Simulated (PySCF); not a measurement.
# [Tm(PH3)]2+: other functionals and bases at one geometry

An exercise on one series of results from a longer session: the logs are not shown, and one member is left open.

Computed with PySCF 2.14.0. Level: several levels, as the steps say, no spin–orbit coupling.

1 further run of the same task is left out (for a known fault of the program).

## The starting structure

5 atoms, charge 2, spin multiplicity 1.

Bond lengths: Tm1–P2 3.057 Å, P2–H3 1.418 Å, P2–H4 1.418 Å, P2–H5 1.418 Å. Angles: Tm1–P2–H3 116.1°, Tm1–P2–H4 116.1°, Tm1–P2–H5 116.1°, H3–P2–H4 102.1°, H3–P2–H5 102.1°, H4–P2–H5 102.1°.

Geometry (Å):

```
Tm    0.0000    0.0000   -0.4811
P     0.0000    0.0000    2.5756
H     1.2734    0.0000    3.1995
H    -0.6367    1.1028    3.1995
H    -0.6367   -1.1028    3.1995
```

Formal oxidation states: Tm +2. Each metal's 13 4f electrons lie in its core potential, so multiplicities, spins and levels count the valence alone. An earlier session relaxed this geometry at PBE0, Tm lcecp-0-SVP with ECP59, P def2-SVP, H def2-SVP (singlet, point group C3v).

At PBE0 on the finer grid: E = -374.768712 Eh, frontier levels not given, since the 4f levels lie in the core, Mulliken charge on Tm1 +1.58 e, largest force component 0.011 eV/Å. 

Levels to run: BP86; CAM-B3LYP; PBE0, TZVP. Hardware: 2 threads of Arm Neoverse V2, shared host.

Set-up of the first run:

The input, run.py (the lines that set the calculation):

```python
mol = gto.M(atom='''
Tm     0.00000     0.00000    -0.48114
P      0.00000     0.00000     2.57562
H      1.27336     0.00000     3.19948
H     -0.63668     1.10277     3.19948
H     -0.63669    -1.10276     3.19948''',
    basis={'Tm': 'lcecp-0-SVP', 'P': 'def2-SVP', 'H': 'def2-SVP'},
    ecp={'Tm': 'lcecp-0-SVP'},
    charge=2, spin=0)
mf = dft.RKS(mol, xc='B88,P86')
mf.grids.atom_grid = (75, 302)  # f atoms: unpruned, at least (60, 302)
mf = mf.density_fit()  # fitting sets: Tm AutoAux, P def2-universal-JKFIT, H def2-universal-JKFIT
mf.conv_tol = 1e-08; mf.max_cycle = 55
mf.kernel(dm0)  # dm0: the density of the relaxed state
```

Started as:

```sh
> OMP_NUM_THREADS=2 python run.py
```

Steps of the session up to this table: BP86; CAM-B3LYP; PBE0, TZVP.

One table of the session follows, with a row left open; its other results are not shown here.

```
              level  charge on Tm1 (e)  dipole (D)  largest force component (eV/Å)
PBE0 (relaxed here)               1.58        0.85                            0.01
               BP86               1.54        1.12                            0.30
          CAM-B3LYP                  ?           ?                               ?
         PBE0, TZVP               1.67        0.99                            0.19
```

Q: Estimate the row for CAM-B3LYP from the others.

**Answer.** charge on Tm1 (e): 1.57; dipole (D): 0.72; largest force component (eV/Å): 0.17. In the column «charge on Tm1 (e)» it lies between BP86 (1.54) and PBE0 (relaxed here) (1.58).

The dipole of a charged species depends on the origin, so these sizes hold for this origin alone.

The largest leftover force, 0.30 eV/Å with BP86, stands at a geometry relaxed at another level. With 4f in the core, its levels are missing from HOMO and gap, and its count is fixed, so no charge can pass from the ligands into it. Total energies of different levels can't be compared.
